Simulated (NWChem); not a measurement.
# GaClF (SMILES [F][Ga][Cl]): UMP2/SBKJC-VDZ (core potential)

Aim: the vertical ionisation energy of GaClF at UMP2/SBKJC-VDZ (core potential), from 2 runs. 

The calculation is run with NWChem 7.3.0.

## 1. The system as given

GaClF has 3 atoms, charge 0, and is taken as a doublet. As SMILES, `[F][Ga][Cl]`. The coordinates come from a PBE0-D4/def2-TZVP relaxation.

Bond lengths: F1–Ga2 1.758 Å, Ga2–Cl3 2.157 Å. Angles: F1–Ga2–Cl3 117.7°.

## 2. The energy at UMP2/SBKJC-VDZ (core potential)

Input file struct.nw:

```
start struct
memory total 2200 mb
geometry noautosym nocenter noautoz
  F     -1.421100     0.295900    -0.754800
  Ga     0.066400     0.649600     0.112200
  Cl     1.343900    -1.010300     0.629300
end
basis spherical bse
  F library SBKJC-VDZ
  Ga library SBKJC-VDZ
  Cl library SBKJC-VDZ
end
ecp bse
  F library SBKJC-VDZ
  Ga library SBKJC-VDZ
  Cl library SBKJC-VDZ
end
scf
  doublet
  uhf
  thresh 1e-08
  maxiter 80
  noprint "final vectors analysis"
end
mp2
  freeze core 4
  tight
end
task mp2
```

Started as:

```bash
$ nwchem struct.nw > struct.out
```

The log of the run, cut to the lines that bear on the results:

```text
[...]
  functions       =    47
[...]
  wavefunction    = UHF
[...]
         Total SCF energy =   -295.768821267362
      One electron energy =   -701.584659345233
      Two electron energy =    317.778656969819
 Nuclear repulsion energy =     88.037181108052
                       Sz =      0.5000
                 Sz(Sz+1) =      0.7500
                      S^2 =      0.7565
[...]
          Total MP2 energy          -296.137716730203
[...]
```

Run time: 12 s. Hardware: 1 thread of Intel Xeon Platinum 8488C (Sapphire Rapids), shared host; peak memory 0.12 GiB.

## 3. The singlet cation at the same level

Input file clfga.nw:

```
start clfga
title "ClFGa mp2"
memory total 2200 mb
charge 1
geometry units angstroms noautosym nocenter noautoz
  F     -1.421100     0.295900    -0.754800
  Ga     0.066400     0.649600     0.112200
  Cl     1.343900    -1.010300     0.629300
end
basis spherical bse
  * library SBKJC-VDZ
end
ecp bse
  F library SBKJC-VDZ
  Ga library SBKJC-VDZ
  Cl library SBKJC-VDZ
end
scf
  thresh 1e-08
  maxiter 80
  print low
end
mp2
  freeze core 4
  tight
end
task mp2
```

Started as:

```bash
$ nwchem clfga.nw > clfga.out
```

The log of the run, cut to the lines that bear on the results:

```text
[...]
  functions       =    47
[...]
  wavefunction    = RHF
[...]
         Total SCF energy =   -295.405097441880
      One-electron energy =   -691.680102959504
      Two-electron energy =    308.237824409573
 Nuclear repulsion energy =     88.037181108052
        Time for solution =     11.6s
[...]
          Total MP2 energy          -295.787482947867
[...]
```

Wall time 14 s (1 thread of Intel Xeon Platinum 8488C (Sapphire Rapids), shared host); peak memory 0.12 GiB.

## 4. Outcome

Level: UMP2/SBKJC-VDZ (core potential), 4 core orbitals frozen.

```
                                                   quantity          value
                                doublet GaClF: total energy  -296.13772 Eh
 doublet GaClF: correlation energy (4 core orbitals frozen)     -368.9 mEh
           doublet GaClF: ⟨S²⟩ of the reference determinant          0.756
                               singlet cation: total energy  -295.78748 Eh
singlet cation: correlation energy (4 core orbitals frozen)     -382.4 mEh
         vertical ionisation energy (to the singlet cation)       9.530 eV
```

**Reading.** Removing an electron at fixed nuclei costs 9.53 eV (220 kcal/mol). Only the singlet of the ionised species was computed; a triplet could lie lower. Mulliken charges (doublet GaClF) run from -0.53 on F1 to +0.83 on Ga2.
